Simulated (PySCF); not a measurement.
# Cl5Pb (Pb(Cl)5-): the cost of one run

Program: PySCF 2.14.0. Level of theory: BP86, Pb def2-SVP with ECP60, Cl def2-SVP; scalar-relativistic core potentials, no spin–orbit coupling. These are calculated values, not measurements.

2 further runs of the same task are left out: 1 for a known fault of the program, 1 that didn't finish. Runs told in other sessions of the task aren't counted.

**1. Starting geometry**

6 atoms, charge -1, spin multiplicity 1.

Bond lengths: Pb1–Cl2 2.514 Å, Pb1–Cl3 2.555 Å, Pb1–Cl4 2.555 Å, Pb1–Cl5 2.555 Å, Pb1–Cl6 2.555 Å. Angles: Cl2–Pb1–Cl3 102.7°, Cl2–Pb1–Cl4 102.7°, Cl2–Pb1–Cl5 102.7°, Cl2–Pb1–Cl6 102.7°, Cl3–Pb1–Cl4 87.2°, Cl3–Pb1–Cl5 154.5°, Cl3–Pb1–Cl6 87.2°, Cl4–Pb1–Cl5 87.2°, Cl4–Pb1–Cl6 154.5°, Cl5–Pb1–Cl6 87.2°.

Geometry (Å):

```
Pb    0.0000    0.0000   -0.0270
Cl    0.0000    0.0000    2.4868
Cl    2.4925    0.0000   -0.5906
Cl    0.0000    2.4925   -0.5906
Cl   -2.4925    0.0000   -0.5906
Cl    0.0000   -2.4925   -0.5906
```

Formal oxidation states: Pb +4. An earlier session relaxed this geometry at BP86, Pb def2-SVP with ECP60, Cl def2-SVP (singlet, point group C4v).

Its energy there is -2493.768030 Eh.

**2. Atoms moved at random, σ = 0.1 Å**

Input file run.py (the lines that set the calculation):

```python
mol = gto.M(atom='''
Pb     0.05749     0.08939     0.09601
Cl     0.03072    -0.06517     2.39180
Cl     2.43932    -0.09493    -0.63645
Cl     0.24578     2.52057    -0.65351
Cl    -2.62030    -0.01528    -0.54597
Cl    -0.15302    -2.43458    -0.55454''',
    basis={'Pb': 'def2-SVP', 'Cl': 'def2-SVP'},
    ecp={'Pb': 'def2-SVP'},
    charge=-1, spin=0)
mf = dft.RKS(mol, xc='B88,P86')
mf.grids.atom_grid = (50, 194)
mf = mf.density_fit()  # fitting sets: Pb def2-universal-JKFIT, Cl def2-universal-JKFIT
mf.conv_tol = 1e-08; mf.max_cycle = 55
mf.kernel(dm0)  # dm0: the density of the relaxed state
```

On the command line:

```sh
OMP_NUM_THREADS=2 python run.py
```

**Question.** How long does this run take on 2 threads of Arm Neoverse V1, shared host?

About 5.5 s.
